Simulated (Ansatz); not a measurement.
# C6H3ClTi: the cost of one run

The runs use Ansatz 0.2.0, Gaussian basis; the settings change from run to run.

**1. The geometry**

An earlier PBE0-D4 in a triple-zeta def2 set relaxation fixed the geometry.

SMILES `C#[C][Ti]([Cl])([C]#C)[C]#C`, 11 atoms, charge 0, spin multiplicity 1.

Atoms are counted from 1 here; the program's logs count them from 0.

Bond lengths: C1–C2 1.216 Å, C1–H9 1.067 Å, C2–Ti3 2.003 Å, Ti3–Cl4 2.170 Å, Ti3–C5 2.003 Å, Ti3–C7 2.003 Å, C5–C6 1.216 Å, C6–H10 1.067 Å, C7–C8 1.216 Å, C8–H11 1.067 Å. Angles: C2–C1–H9 179.8°, C1–C2–Ti3 179.3°, C2–Ti3–Cl4 110.7°, C2–Ti3–C5 108.2°, C2–Ti3–C7 108.3°, Cl4–Ti3–C5 110.6°, Cl4–Ti3–C7 110.6°, C5–Ti3–C7 108.3°, Ti3–C5–C6 179.5°, C5–C6–H10 179.8°, Ti3–C7–C8 179.5°, C7–C8–H11 179.8°.

**2. MP2/cc-pVTZ**

Options: a grid of angular degree 11, correlated electrons set to outside_noble_gas, high accuracy, the search for lower states set to full.

in.yaml reads:

```yaml
crystal:
  periodic: [false, false, false]
  atoms:
    - {symbol: C, position_ang: [-0.834860, 0.250309, 2.906492]}
    - {symbol: C, position_ang: [-0.774617, 0.182027, 1.693864]}
    - {symbol: Ti, position_ang: [-0.650026, 0.066943, -0.301775]}
    - {symbol: Cl, position_ang: [-2.610621, 0.284435, -1.205166]}
    - {symbol: C, position_ang: [0.583603, 1.511063, -0.937387]}
    - {symbol: C, position_ang: [1.339303, 2.386208, -1.313954]}
    - {symbol: C, position_ang: [0.154420, -1.703956, -0.779521]}
    - {symbol: C, position_ang: [0.650291, -2.777707, -1.062257]}
    - {symbol: H, position_ang: [-0.884853, 0.310334, 3.970929]}
    - {symbol: H, position_ang: [2.005172, 3.152959, -1.642345]}
    - {symbol: H, position_ang: [1.087587, -3.719714, -1.308278]}
basis:
  gaussian: {orbitals: cc-pVTZ, final_grid: {core_spheres: 5, valence_spheres: 4, degree: 11}}
hamiltonian: {xc: {name: HF}}
correlation: {method: mp2, electrons: outside_noble_gas}
accuracy: high
scf: {lower_state_search: full}
```

Started as:

```console
$ ansatz run in.yaml --threads 4 --pin off --events-out ev --progress --plain --max-ram 11315MiB
```

Q: Estimate wall time and peak memory on 4 threads of Arm Neoverse V1, shared host.

About 63 s, with a peak of 3.3 GiB.
